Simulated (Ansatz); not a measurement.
B2ClH5SeSi, SMILES B[Se][SiH](B)Cl, a single point in a Gaussian basis

Run with Ansatz 0.2.0, Python API.

`energy.py`:
```python
"""Electronic structure of the B2ClH5SeSi molecule."""

from pathlib import Path

import ansatz as az
import numpy as np
import pandas as pd

params = {
    "basis_set": "6-31G*",
    "xc": "PBE0",
    "dispersion": "d3bj",
}

GEOMETRY = """
B    -1.02710    1.07530    1.50500
Se    0.17220    1.94690    0.15290
Si    0.10100    0.05670   -1.13110
B     1.13710   -1.36430   -0.19580
Cl    1.08750    0.41820   -2.96220
H    -0.64250    0.50640    2.39220
H    -2.21660    1.23000    1.35880
H    -1.22140   -0.32570   -1.37300
H     2.20360   -1.22910    0.14300
H     0.48950   -2.36540    0.11320
"""

mol = az.Crystal.molecule()
for line in GEOMETRY.strip().splitlines():
    symbol, *xyz = line.split()
    mol = mol.atom(symbol, [float(v) for v in xyz])

job = (
    mol.calculation()
    .basis(gaussian=params["basis_set"])
    .functional(params["xc"], dispersion=params["dispersion"])
    .forces()
    .orbitals()
)
result = job.run(runs_dir="runs")
r = result.report

for key in ("converged", "free_energy_ev", "reference_energy_ev", "n_frozen", "n_occupied", "n_virtual"):
    print(f"{key:22s} {r[key]}")

symbols = [site.symbol for site in mol.cartesian_sites]
forces = np.array(r["forces_ev_ang"])
print("largest force", round(float(np.linalg.norm(forces, axis=1).max()), 4), "eV/A, rms", round(float(np.sqrt((forces ** 2).mean())), 4))

charges = r["charge_distribution"]
table = pd.DataFrame({"atom": symbols, "mulliken": charges["mulliken_charges_e"], "lowdin": charges["lowdin_charges_e"]})
print(table.round(3).to_string())
print("dipole (e A):", np.round(charges["dipole_moment_e_ang"], 4) + 0.0)

lines = Path(r["orbitals_path"]).read_text().splitlines()
field_of = lambda key: [line.split("=")[1].strip() for line in lines if line.startswith(key)]
orbitals = [(27.211386 * float(e), s, float(n)) for e, s, n in zip(field_of("Ene="), field_of("Spin="), field_of("Occup="))]
homo = max(e for e, _, n in orbitals if n > 0.5)
lumo = min(e for e, _, n in orbitals if n < 0.5)
for e, spin, n in sorted(orbitals):
    if homo - 15 < e < lumo + 5:
        print(f"{spin:6s} {e:10.3f} eV  occupation {n:.0f}")
```

Running `python energy.py` prints:
```text
converged              True
free_energy_ev         -87158.23592644578
reference_energy_ev    -87157.96191360743
n_frozen               0
n_occupied             [40, 40]
n_virtual              [73, 73]
largest force 2.6659 eV/A, rms 1.0398
  atom  mulliken  lowdin
0    B    -0.028  -0.146
1   Se    -0.191   0.029
2   Si     0.392   0.102
3    B    -0.073  -0.155
4   Cl    -0.267  -0.005
5    H     0.053   0.044
6    H     0.036   0.046
7    H    -0.001  -0.036
8    H     0.058   0.062
9    H     0.021   0.059
dipole (e A): [-0.2056 -0.2728  0.3465]
Alpha     -19.985 eV  occupation 2
Alpha     -15.809 eV  occupation 2
Alpha     -14.522 eV  occupation 2
Alpha     -13.780 eV  occupation 2
Alpha     -11.553 eV  occupation 2
Alpha     -10.937 eV  occupation 2
Alpha     -10.589 eV  occupation 2
Alpha     -10.263 eV  occupation 2
Alpha     -10.134 eV  occupation 2
Alpha      -9.314 eV  occupation 2
Alpha      -9.042 eV  occupation 2
Alpha      -8.391 eV  occupation 2
Alpha      -6.795 eV  occupation 2
Alpha      -3.061 eV  occupation 0
Alpha      -2.404 eV  occupation 0
Alpha       0.401 eV  occupation 0
Alpha       0.953 eV  occupation 0
Alpha       1.583 eV  occupation 0
```

Caveats:
- Total energies depend on the basis set; only differences at equal settings carry meaning.
- The geometry is a force-field or estimated start, not a minimum of this method, and the basis set is short of its limit.
- The Löwdin charges here are taken after orthogonalising the functions within each atom; they differ from plain Löwdin charges, and their signs can be unphysical.
- Alpha marks a spatial orbital of a restricted run, filled by both spins.
- Total less reference energy is the dispersion correction.
- Levels such as HOMO and LUMO are orbital energies: with these approximate functionals they aren't the ionisation energy and electron affinity, and their gap isn't the fundamental gap.
- Hardware and time: 8.9 s on 1 thread of Arm Neoverse V1, on a shared host, peak memory 0.38 GiB.
